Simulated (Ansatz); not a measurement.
# Sn3GeSe4: the cost of one run

Computed with Ansatz 0.2.0 (DFT PBE, scalar-relativistic, plane waves, PAW, unless a step names another level, unless a step's input says otherwise).

### 1 Starting point

The structure is monoclinic, space group Pm (No. 6). The conventional cell has a = 7.330 Å, b = 4.201 Å, c = 7.484 Å, α = 90.00°, β = 108.94°, γ = 90.00°. Sn (site symmetry m) has 6 Se at 2.94 to 3.08 Å as nearest neighbours. Sn (site symmetry m) has 6 Se at 2.92 to 3.11 Å as nearest neighbours. Sn (site symmetry m) has 3 Se at 2.85 to 2.88 Å as nearest neighbours. Around Ge (site symmetry m) lie 6 Se at 2.66 to 3.27 Å. Se (site symmetry m) is surrounded by 1 Ge at 2.66 Å and 4 Sn at 2.94 to 3.11 Å. Around Se (site symmetry m) lie 2 Ge at 2.73 Å and 2 Sn at 2.99 to 3.09 Å. Around Se (site symmetry m) lie 4 Sn at 2.88 to 3.06 Å and 2 Ge at 3.18 Å. Se (site symmetry m) is surrounded by 5 Sn at 2.85 to 3.08 Å and 1 Ge at 3.27 Å.

Structure file:

```cif
data_structure
_symmetry_space_group_name_H-M 'Pm'
_symmetry_Int_Tables_number 6
_cell_length_a 7.3298
_cell_length_b 4.2008
_cell_length_c 7.4844
_cell_angle_alpha 90.000
_cell_angle_beta 108.939
_cell_angle_gamma 90.000
_cell_volume 217.98
loop_
_atom_site_label
_atom_site_type_symbol
_atom_site_symmetry_multiplicity
_atom_site_Wyckoff_symbol
_atom_site_fract_x
_atom_site_fract_y
_atom_site_fract_z
_atom_site_occupancy
Sn1 Sn 1 a 0.50339 0.00000 0.00595 1
Sn2 Sn 1 a 0.00457 0.00000 0.51050 1
Sn3 Sn 1 b 0.50818 0.50000 0.52312 1
Ge1 Ge 1 b 0.00584 0.50000 0.03411 1
Se1 Se 1 b 0.75895 0.50000 0.22746 1
Se2 Se 1 a 0.22394 0.00000 0.22066 1
Se3 Se 1 a 0.74615 0.00000 0.74128 1
Se4 Se 1 b 0.24898 0.50000 0.73692 1
```

The cell was relaxed beforehand at this level, from a generated guess; it is a trial structure. At a tolerance of 0.05 Å it has space group Pm (No. 6); it has 27.25 Å³/atom, an uncorrected energy of -0.37 eV/atom over the elements.

### 2 Static run: bands, density of states and charges

Input file input.yaml:

```yaml
crystal:
  lattice:
    - [7.329836443, 0.0, -0.0025292489]
    - [0.0, 4.2007793713, 0.0]
    - [-2.426712115, 0.0, 7.0800342098]
  atoms:
    - { symbol: Sn, position: [0.503389533, 0.0, 0.0059511006] }
    - { symbol: Sn, position: [0.0045719885, 0.0, 0.5105016848] }
    - { symbol: Sn, position: [0.5081818266, 0.5, 0.5231153711] }
    - { symbol: Ge, position: [0.0058400899, 0.5, 0.0341092863] }
    - { symbol: Se, position: [0.758947551, 0.5, 0.2274616064] }
    - { symbol: Se, position: [0.2239360932, 0.0, 0.220656533] }
    - { symbol: Se, position: [0.74615284, 0.0, 0.7412841156] }
    - { symbol: Se, position: [0.2489800778, 0.5, 0.7369203024] }
basis:
  ecutwfc: 420
kpoints:
  mp_grid: { grid: [6, 10, 6] }
  band_path:
    path:
      - [0.0, 0.0, 0.0]
      - [0.0, 0.5, 0.0]
      - [0.0, 0.5, 0.5]
      - [0.0, 0.0, 0.5]
      - [0.0, 0.0, 0.0]
      - [-0.5, 0.0, 0.5]
      - [-0.5, 0.5, 0.5]
      - [0.0, 0.5, 0.0]
      - [-0.5, 0.5, 0.0]
      - [-0.5, 0.0, 0.0]
      - [0.0, 0.0, 0.0]
    npoints: 14
hamiltonian:
  xc: pbe
scf:
  occupations: { method: gaussian, width: 0.1 }
  n_extra_bands: 20
output:
  forces: true
  stress: true
  eigenvalues: true
  populations: true
  dos: { projected: true, de: 0.02, nscf_kmesh: { grid: [8, 12, 8] } }
  bader: true
  write_density: true
  write_potential: true
  elf: true
  volumetric_format: npy
```

Run with:

```sh
$ ansatz run input.yaml --threads 1 --pin off --max-ram 2560MiB --backend cpu --events-out ev --progress --plain --runs-dir out
```

What time and memory should one allow on 1 thread of Intel Xeon 6975P-C (Granite Rapids), shared host?

About 7.5 min, with a peak of 2.5 GiB.
